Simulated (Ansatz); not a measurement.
A nudged elastic band was laid between two geometries of a periodic cell of 17 atoms, Si (host Si, host structure diamond, interstitial Si).

Level of theory: DFT LDA, scalar-relativistic, plane waves, PAW (Ansatz). Settings: PAW set soft_1, cutoff 420 eV, k mesh 2x2x2, fermi-dirac smearing 0.05 eV, no spin polarisation.

| Quantity | Value |
| --- | --- |
| movable images | 5 |
| climbing image | yes |
| spring | 5.0 eV/Å² |
| optimiser | quadratic models (default) |
| start path | IDPP |
| force threshold | 0.05 eV/Å |
| iteration limit | 80 |
| end points | relaxed |

First end point:

```xyz
17
Lattice="0.0000 5.4300 5.4300 5.4300 0.0000 5.4300 5.4300 5.4300 0.0000" Properties=species:S:1:pos:R:3
Si 0.001 -0.002 0.001
Si 1.355 1.349 1.354
Si 2.720 2.711 0.037
Si 4.081 4.075 1.355
Si 2.719 0.032 2.716
Si 4.080 1.352 4.078
Si 5.399 2.714 2.717
Si 6.772 4.091 4.095
Si 0.039 2.712 2.718
Si 1.356 4.076 4.080
Si 2.720 5.394 2.719
Si 4.101 6.762 4.099
Si 2.720 2.715 5.398
Si 4.101 4.094 6.766
Si 5.441 5.429 5.434
Si 6.774 6.768 6.772
Si 8.156 8.145 8.149
```

Last end point:

Only the atoms that move by more than 0.05 Å are listed.
```
Si17 9.505 6.784 6.798
```

(1) What changes between the two ends?

(2) Give the energies along the band, and the barrier.

(3) What is the geometry of the highest image?

Results:

(1) Contacts lost: Si8–Si17. Contacts made: Si1–Si17. The atom that moves furthest is Si17, by 2.34 Å; four of its nearest neighbours are Si8 2.39, Si16 2.39, Si14 2.39, Si12 2.39 Å at the first end and Si11 2.39, Si9 2.39, Si13 2.39, Si1 2.39 Å at the last.

(2) The run converged. The highest image is number 3 of 0 to 6, 0.32 eV above the ends, which have the same energy within 2 meV. By the program's own check the climbing image is of a kind that is not told: the force calls were inconclusive, a negative curvature could not be distinguished from the path's own, the only one lies far off the path, or fixed occupations may fill a level only in part (lowest curvatures found: -0.17 and 0.65 eV/Å²). Limits of this set-up: coarse k mesh, PAW files made for another functional, a small cell, in which the defect meets its images.

| image | path coordinate (Å) | energy (eV) | Si8–Si17 (Å) | Si1–Si17 (Å) |
| --- | --- | --- | --- | --- |
| 0 | 0.00 | 0.00 | 2.39 | 4.69 |
| 1 | 0.54 | 0.11 | 2.46 | 4.25 |
| 2 | 1.09 | 0.28 | 2.67 | 3.76 |
| 3 | 1.63 | 0.32 | 3.22 | 3.21 |
| 4 | 2.17 | 0.28 | 3.78 | 2.65 |
| 5 | 2.70 | 0.10 | 4.26 | 2.45 |
| 6 | 3.24 | 0.00 | 4.69 | 2.39 |

(3) 
```xyz
17
Lattice="0.0000 5.4300 5.4300 5.4300 0.0000 5.4300 5.4300 5.4300 0.0000" Properties=species:S:1:pos:R:3:forces:R:3
Si -0.180 0.180 0.185 0.00 0.00 0.00
Si 1.376 1.409 1.413 0.00 -0.01 0.00
Si 2.770 2.661 0.019 0.00 0.01 0.00
Si 4.022 4.055 1.413 0.01 0.00 0.00
Si 2.769 0.014 2.666 0.00 0.00 0.01
Si 4.023 1.408 4.058 0.00 0.00 0.00
Si 5.418 2.662 2.666 0.00 0.00 0.00
Si 6.969 3.892 3.898 0.00 0.00 0.00
Si 0.107 2.792 2.798 0.00 0.00 0.00
Si 1.185 4.247 4.253 0.00 0.00 0.00
Si 2.640 5.325 2.797 0.00 0.00 0.00
Si 4.153 6.709 4.177 0.00 0.00 0.00
Si 2.641 2.791 5.332 0.00 0.00 0.00
Si 4.153 4.171 6.715 0.00 0.00 0.00
Si 5.607 5.255 5.261 0.00 0.00 0.00
Si 6.691 6.709 6.715 0.00 0.00 0.00
Si 8.831 7.461 7.468 0.00 0.00 -0.01
```

Run time: 6.2 min on 1 thread of Arm Neoverse V2 (shared host), peak memory 0.76 GiB.
